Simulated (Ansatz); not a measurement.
# HfSi (zincblende type): how the settings move a single-point run

Question: which choices in the input matter for HfSi (zincblende type)?

Method: reference: DFT, LDA, all-electron LAPW, scalar-relativistic, in Ansatz 0.2.0.

## Step 1: The structure to begin with

It takes space group F-43m (No. 216, cubic). Conventional cell: a = 4.857 Å, b = 4.857 Å, c = 4.857 Å, α = 90.00°, β = 90.00°, γ = 90.00°. Hf (site symmetry -43m) is surrounded by 4 Si at 2.10 Å. Around Si (site symmetry -43m) lie 4 Hf at 2.10 Å.

Structure file:

```xyz
2
Lattice="0.0000 2.4285 2.4285 2.4285 0.0000 2.4285 2.4285 2.4285 0.0000" Properties=species:S:1:pos:R:3 pbc="T T T"
Hf    0.0000    0.0000    0.0000
Si    1.2142    1.2142    1.2142
```

## Step 2: Baseline

input.yaml reads:

```yaml
crystal:
  lattice:
    - [0.0, 2.4284769047, 2.4284769047]
    - [2.4284769047, 0.0, 2.4284769047]
    - [2.4284769047, 2.4284769047, 0.0]
  atoms:
    - { symbol: Hf, position: [0.0, 0.0, 0.0] }
    - { symbol: Si, position: [0.25, 0.25, 0.25] }
kpoints:
  mp_grid: { grid: [12, 12, 12] }
scf:
  occupations: { method: fermi_dirac, width: 0.08 }
hamiltonian:
  xc: lda
  pseudopotentials: { kind: all_electron, lapw: { basis_error: 0.001 } }
output:
  forces: true
  stress: true
  eigenvalues: true
  populations: true
```

Run with:

```bash
ansatz run input.yaml --threads 1 --pin off --max-ram 2048MiB --backend cpu --events-out ev --progress --plain --runs-dir out
```

## Step 3: Changed: dispersion d3bjatm

input.yaml, as its differences from that of step 2:

```diff
@@ -15,2 +15,3 @@
   pseudopotentials: { kind: all_electron, lapw: { basis_error: 0.001 } }
+  dispersion: d3bjatm
 output:
```

What does the calculation give? Wanted: for each run, ending; energy change; pressure; gap; force.

As calculated:

```
                  run     ending                                     energy change  pressure (GPa)  gap (eV)  force (eV/Å)  cycles  time
            reference  converged                                                 0           111.4      0.00          0.00      10  52 s
1: dispersion d3bjatm  converged  -522.8 meV/atom (offset of the dispersion model)           106.1      0.00          0.00      10  50 s
```

Residual by cycle in the longest SCF loop of each run; runs are numbered as in the table. The quantity is the density residual dr2, in eV.

```
cycle  reference    run 1
    1      0.788    0.788
    2      0.365    0.365
    3      0.223    0.223
    4     0.0612   0.0612
    5    0.00407  0.00407
    6     2.4e-4   2.4e-4
    7     7.6e-6   7.6e-6
    8     5.8e-7   5.8e-7
    9     1.5e-7   1.5e-7
   10     4.3e-9   4.3e-9
```

The energy moves by -522.8 meV/atom, nearly all of it the dispersion term itself (-522.8 meV/atom); that offset belongs to the model and is no gain or loss of stability; the pressure goes from 111.4 to 106.1 GPa. The damping parameters are borrowed, as the log notes. The structure is not at rest: the sound run finds 111 GPa, so these are no properties of the relaxed crystal. 
